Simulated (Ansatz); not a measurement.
## MoS2, space group P-3m1: an SCF with error handling, step by step

Program: Ansatz's Python interface.

The cells in order, each with its output:

In [1]:
```python
import ansatz as az
import numpy as np
```

In [2]:
```python
vectors = np.array([
    [3.22746456, 0.0, 0.0],
    [-1.61373228, 2.7950663, 0.0],
    [0.0, 0.0, 6.31247342],
])
xtal = (
    az.Lattice.of(vectors)
    .atom("Mo", (0.0, 0.0, 0.5))
    .atom("S", (1 / 3, 2 / 3, 0.25531932))
    .atom("S", (2 / 3, 1 / 3, 0.74468068))
)
```

In [3]:
```python
calc = (
    xtal.calculation()
    .functional("lda")
    .basis(420)
    .accuracy("low")
    .kpoints(8, 8, 4, shift=0.5)
    .occupations(az.OccupationsMethod.FERMI_DIRAC)
)

attempts = [
    dict(mixer="broyden", beta=0.8, budget=6),
    dict(mixer="broyden", beta=0.3, budget=40),
    dict(mixer="msr1", beta=0.2, budget=100),
]
for attempt in attempts:
    try:
        out = calc.mixing(attempt["mixer"], beta=attempt["beta"]).scf(max_iterations=attempt["budget"]).run()
    except az.NonConvergedError as error:
        print(attempt, "->", str(error).split(";")[0][:110])
        continue
    print(attempt, "-> converged in", out.report["n_iterations"], "iterations, F =", round(out.report["free_energy_ev"], 5), "eV")
    break
else:
    raise SystemExit("no attempt converged")
```
```text
DeckWarning: crystal.symmetry: narrowed to the stabiliser of the k-point mesh — unitary ops 12 → 4; excluded 8 operations that carry a point of the 8×8×4 mesh (shift [0.5, 0.5, 0.5]) off the mesh (the run samples exactly the mesh kpoints.mp_grid names, as under crystal.symmetry.detect: false, and its converged state has the mesh's symmetry, not the crystal's; ε∞, the Born charges and the force [...]
{'mixer': 'broyden', 'beta': 0.8, 'budget': 6} -> converged in 6 iterations, F = -6583.97312 eV
```

Caveats:
- These settings explore the input space; cutoff and mesh may be short of convergence.
- Spin is left out of this run.
- For a metal this k-point mesh is coarse: on a finer one energies can move by several to tens of meV an atom and pressures by half a GPa or more, differences at one mesh by less.
- The structure comes from a database of computed cells and needn't be a stable or known phase.
- Warnings are shown shortened and without file and line.
- Finished in 3.7 s on 1 thread of Arm Neoverse V1, with other jobs on the host, peak memory 0.4 GiB.
